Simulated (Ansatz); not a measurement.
# CuRh2O4: the cost of one run

Computed with Ansatz 0.2.0 through its Python package. Level of theory: DFT r2SCAN+D3(BJ) with three-body term, plane waves, norm-conserving potentials.

### Step 1. The structure

It takes space group I4_1/amd (No. 141, tetragonal). The conventional cell has a = 6.176 Å, b = 6.176 Å, c = 7.901 Å, α = 90.00°, β = 90.00°, γ = 90.00°. Cu (site symmetry -4m2) is surrounded by 4 O at 1.96 Å. Around Rh (site symmetry 2/m) lie 6 O at 2.05 Å. O (site symmetry m) is surrounded by 1 Cu at 1.96 Å and 3 Rh at 2.05 Å.

The script holds or builds the structure itself.

### Step 2. Script

File run_relax.py:

```python
from pathlib import Path

import ansatz as az
from ase import Atoms
from ase.neighborlist import neighbor_list
import numpy as np

atoms = Atoms(
    ["Cu", "Cu", "Rh", "Rh", "Rh", "Rh", "O", "O", "O", "O", "O", "O", "O", "O"],
    scaled_positions=[
        (0.0, 0.0, 0.0),
        (0.75, 0.25, 0.5),
        (0.875, 0.625, 0.25),
        (0.375, 0.625, 0.25),
        (0.375, 0.625, 0.75),
        (0.375, 0.125, 0.75),
        (0.5856, 0.3663, 0.2193),
        (0.1163, 0.397, 0.2807),
        (0.147, 0.3663, 0.7807),
        (0.1163, 0.8356, 0.7193),
        (0.1644, 0.8837, 0.2807),
        (0.6337, 0.4144, 0.7807),
        (0.603, 0.8837, 0.7193),
        (0.6337, 0.853, 0.2193),
    ],
    cell=[
        (-3.0878, 3.0878, 3.9503),
        (3.0878, -3.0878, 3.9503),
        (3.0878, 3.0878, -3.9503),
    ],
    pbc=True,
)
structure = az.Crystal.from_ase(atoms)

calc = (
    structure.calculation()
    .functional(az.Functional.R2SCAN, dispersion="d3bjatm")
    .pseudopotentials("nc")
    .kpoints(6, 6, 6)
    .occupations(az.OccupationsMethod.FERMI_DIRAC)
    .scf(extra_bands=2)
    .relax()
    .density()
    .potential()
    .electron_localization_function()
    .output_files(volumetric_format="npy")
)
steps = []


def collect(event):
    if event["event"] == "relax_step":
        steps.append(event["data"])


result = calc.session().plan().execute(on_event=collect)
report = result.report
for s in steps:
    flag = "" if s["accepted"] else "  (rejected)"
    print("step %2d  E = %.5f eV  largest force component = %.4f eV/A%s" % (s["step"], s["lagrangian_ev"], s["allowed_force_max_ev_ang"], flag))

first, last = steps[0], steps[-1]
symbols = [site.symbol for site in result.lattice.sites]
print(f"energy gained {first['lagrangian_ev'] - last['lagrangian_ev']:.4f} eV in {len(steps) - 1} steps")

final = Atoms(symbols, positions=last["positions_ang"], cell=result.lattice.cell_ang, pbc=True)
i, j, d = neighbor_list("ijd", final, 4.5)
print("neighbours within 1.15 times the shortest distance of each atom (A)")
for atom in range(len(final)):
    near = [m for m in np.argsort(d) if i[m] == atom]
    shell = [m for m in near if d[m] < 1.15 * d[near[0]]]
    print(f"{symbols[atom]}{atom} ({len(shell)}):", ", ".join(f"{symbols[j[m]]} {d[m]:.3f}" for m in shell))

print("atom   start x y z (A)              end x y z (A)")
for symbol, a, b in zip(symbols, first["positions_ang"], last["positions_ang"]):
    print(f"{symbol:3s}", " ".join(f"{v:8.4f}" for v in a), "  ", " ".join(f"{v:8.4f}" for v in b))

print("relaxed fractional positions")
for site in result.lattice.sites:
    print(f"  {site.symbol:2s}", " ".join(f"{v % 1:8.5f}" for v in np.round(site.position_frac, 5)))

moved = np.linalg.norm(np.array(last["positions_ang"]) - np.array(first["positions_ang"]), axis=1)
print("displacement by atom (A):", " ".join(f"{s}:{d:.3f}" for s, d in zip(symbols, moved)))

print(f"free energy      {report['free_energy_ev']:.5f} eV")
print(f"per atom         {report['free_energy_ev'] / len(result.lattice.sites):.5f} eV")
print(f"SCF iterations   {report['n_iterations']}  (converged: {report['converged']})")

folder = Path(result.write_results("fields"))
print("densities in e/A^3, potentials in eV, ELF without unit")
for name in sorted(p.name for p in folder.glob("*.npy")):
    field = np.load(folder / name)
    print(f"{name:16s} {str(field.shape):16s} min {field.min():10.4f}  mean {field.mean():10.4f}  max {field.max():10.4f}")
```

### Step 3. The input behind the calls

The package turns the script's settings into the engine's input:

```yaml
crystal:
  lattice:
    - [-3.0878, 3.0878, 3.9503]
    - [3.0878, -3.0878, 3.9503]
    - [3.0878, 3.0878, -3.9503]
  atoms:
    - { symbol: Cu, position: [0.0, 0.0, 0.0] }
    - { symbol: Cu, position: [0.7500000000000001, 0.24999999999999997, 0.5] }
    - { symbol: Rh, position: [0.875, 0.625, 0.24999999999999997] }
    - { symbol: Rh, position: [0.375, 0.625, 0.24999999999999997] }
    - { symbol: Rh, position: [0.37500000000000006, 0.625, 0.75] }
    - { symbol: Rh, position: [0.375, 0.12499999999999996, 0.75] }
    - { symbol: O, position: [0.5856, 0.3663, 0.2193] }
    - { symbol: O, position: [0.11630000000000001, 0.397, 0.2807] }
    - { symbol: O, position: [0.14700000000000002, 0.36630000000000007, 0.7807] }
    - { symbol: O, position: [0.11630000000000004, 0.8355999999999999, 0.7193] }
    - { symbol: O, position: [0.16440000000000002, 0.8837000000000002, 0.2807] }
    - { symbol: O, position: [0.6337, 0.4144, 0.7807] }
    - { symbol: O, position: [0.603, 0.8837, 0.7193] }
    - { symbol: O, position: [0.6337, 0.853, 0.2193] }
kpoints:
  mp_grid:
    grid: [6, 6, 6]
hamiltonian:
  xc: r2scan
  dispersion: d3bjatm
  pseudopotentials:
    kind: nc
scf:
  n_extra_bands: 2
  occupations:
    method: fermi_dirac
relax: {}
output:
  write_density: true
  write_potential: true
  volumetric_format: npy
  elf: true
```

### Step 4. Launch

The run is started by

```bash
python run_relax.py
```

Q: Estimate wall time and peak memory on 1 thread of Arm Neoverse V1, shared host.

About 29 min, with a peak of 2.6 GiB.
